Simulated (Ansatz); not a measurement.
Working through a convergence test of the plane-wave cutoff of Si₂W, space group I4/mmm

Program: Ansatz 0.2.0, Python API.

The cells in order, each with its output:

In [1]:
```python
import warnings

import ansatz as az
import numpy as np
import pandas as pd
```

In [2]:
```python
K_LENGTH = 32
SMEARING = "cold"
```

In [3]:
```python
warnings.simplefilter("ignore", az.DeckWarning)
```

In [4]:
```python
vectors = np.array([
    [-1.6069, 1.6069, 3.91495],
    [1.6069, -1.6069, 3.91495],
    [1.6069, 1.6069, -3.91495],
])
crystal = (
    az.Lattice.of(vectors)
    .atom("Si", (0.3347, 0.3347, 0.0))
    .atom("Si", (0.6653, 0.6653, 0.0))
    .atom("W", (0.0, 0.0, 0.0))
)
```

In [5]:
```python
len(crystal.resolved().sites)
```
Out [5]:
```text
3
```

In [6]:
```python
model = (
    crystal.calculation()
    .functional(az.Functional.LDA)
    .kpoints(length=K_LENGTH)
    .occupations(SMEARING)
    .forces()
    .stress()
)
```

In [7]:
```python
rows = []
for value in [250, 300, 350, 400, 450]:
    report = model.basis(value).run(threads=1, backend="cpu").report
    rows.append((value, report["free_energy_ev"] / len(report["lattice"]["sites"]), report["n_iterations"], sum(report["stress_gpa"][i][i] for i in range(3)) / 3, max(abs(f) for row in report["forces_ev_ang"] for f in row), report["n_pw"]))

table = pd.DataFrame(rows, columns=["cutoff (eV)", "F/atom (eV)", "iterations", "P (GPa)", "max component (eV/A)", "plane waves"])
table.round(5)
```
Out [7]:
```text
   cutoff (eV)  F/atom (eV)  iterations  P (GPa)  max component (eV/A)  plane waves
0          250  -3782.57722           6 -4.85028               0.05535          339
1          300  -3782.78312           6 -5.33810               0.06504          455
2          350  -3782.81051           6 -5.70875               0.06311          575
3          400  -3782.81407           6 -5.76721               0.06347          761
4          450  -3782.81478           6 -5.76699               0.06388          897
```

In [8]:
```python
# differences from the last row
for row in rows[:-1]:
    shift = 1000 * (row[1] - rows[-1][1])
    print(f"{row[0]}: {shift:+.2f} meV/atom" + ("  (within 2 meV)" if abs(shift) < 2 else ""))
```
```text
250: +237.55 meV/atom
300: +31.65 meV/atom
350: +4.27 meV/atom
400: +0.71 meV/atom  (within 2 meV)
```

From 400 eV on it stays within 2 meV an atom of the value at 450 eV; the first row (250 eV) is off by 237.6 meV and the last but one by 0.71 meV. The energy falls steadily, as expected when plane waves are added. The pressure moves from -4.85 to -5.77 GPa (the program's stress holds a Pulay correction, so it settles early). The last run costs about 2.5 times the first.

What to keep in mind:
- The mesh has less symmetry than the crystal, which the program warned of.
- Pressure is positive in compression.
- Spin-orbit coupling, which matters for elements this heavy, is left out.
- The starting cell is as deposited in a crystallographic database; the results hold for this polymorph, which needn't be the stable one.
- Shifts are counted from the last row, which is itself no proven limit.
- The script silences the warnings on its input, which a real study should read.
- Run time: 81 s on 1 thread of Arm Neoverse V1 (shared host), peak memory 0.64 GiB.
